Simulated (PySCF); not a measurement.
# WNBr: singlet, from a linear start

The task is one start of a wider search on WNBr: the singlet, built as linear. It is relaxed, tested by its Hessian and followed downhill if it is a saddle.

Program: PySCF 2.14.0. Level of theory: PBE0, basis W def2-TZVP with ECP60, N def2-TZVP, Br def2-TZVP, scalar-relativistic core potentials, no spin–orbit coupling, density fitting. These are calculated values, not measurements.

## (1) Where the work starts

3 atoms, charge 0, spin multiplicity 1.

Bond lengths: W1–N2 1.800 Å, W1–Br3 2.510 Å. Angles: N2–W1–Br3 180.0°.

```xyz
3
charge 0 multiplicity 1
W     0.0000    0.0000    0.0000
N     0.0000    0.0000   -1.8000
Br    0.0000    0.0000    2.5100
```

## (2) Finding the electronic state

One driver script runs all steps and calls PySCF; scf.py shows how it sets up the SCF of each step. The optimiser is the driver's own. After this first run the driver tries any further starts and a stability analysis.

Input file scf.py:

```python
from pyscf import gto, scf, dft
mol = gto.M(atom='''
W      0.000000     0.000000     0.000000
N      0.000000     0.000000    -1.800000
Br     0.000000     0.000000     2.510000''',
    basis={'W': 'def2-TZVP', 'N': 'def2-TZVP', 'Br': 'def2-TZVP'},
    ecp={'W': 'def2-TZVP'},
    charge=0, spin=0)
mf = dft.RKS(mol, xc='PBE0')
mf.grids.atom_grid = (50, 194)
aux = {'W': 'def2-universal-JKFIT', 'N': 'def2-universal-JKFIT', 'Br': 'def2-universal-JKFIT'}
mf = mf.density_fit(auxbasis=aux)
mf.conv_tol = 1e-08
mf.diis_space = 10
mf.max_cycle = 60
mf.init_guess = 'minao'
mf.verbose = 4
mf.kernel()
```

Started as:

```sh
OMP_NUM_THREADS=2 python axn.py task.json out
```

After this run come: Relaxing the singlet from the linear start; Hessian and properties; Following the imaginary mode; Vibrations and properties at this point.

Before running it: what results should come out? Wanted: minimum; geometry; wavenumbers; dipole moment; highest occupied, lowest empty level; polar-tensor charge of W1; zero-point energy; atomisation energy.

**Answer**, as computed:

```
                                 quantity                                     value
                                  minimum                               singlet, Cs
                                 geometry  W–Br 2.356 Å, W–N 1.646 Å; Br–W–N 103.6°
                       wavenumbers (cm⁻¹)             231 (a'), 295 (a'), 1178 (a')
                            dipole moment                                    3.48 D
     highest occupied, lowest empty level                           -5.97, -3.57 eV
                polar-tensor charge of W1                                   +0.92 e
                        zero-point energy                               10.2 kJ/mol
                      entropy at 298.15 K                           304.5 J/(mol K)
atomisation energy (no zero-point energy)                                886 kJ/mol
```

**Reading.** From C∞v at the start the molecule goes to a Cs minimum, after a stop at a second-order saddle point 120.9 kJ/mol higher, from which it was pushed off along an imaginary mode. In the infrared the band at 1178 cm⁻¹ (a', stretch) leads. The first SCF alone would have been 80 kJ/mol too high. Other starts or spin states, not run here, may lie lower. Whether spin polarisation would lower the closed shell was not checked. Spin–orbit coupling, left out here, can matter for elements this heavy.
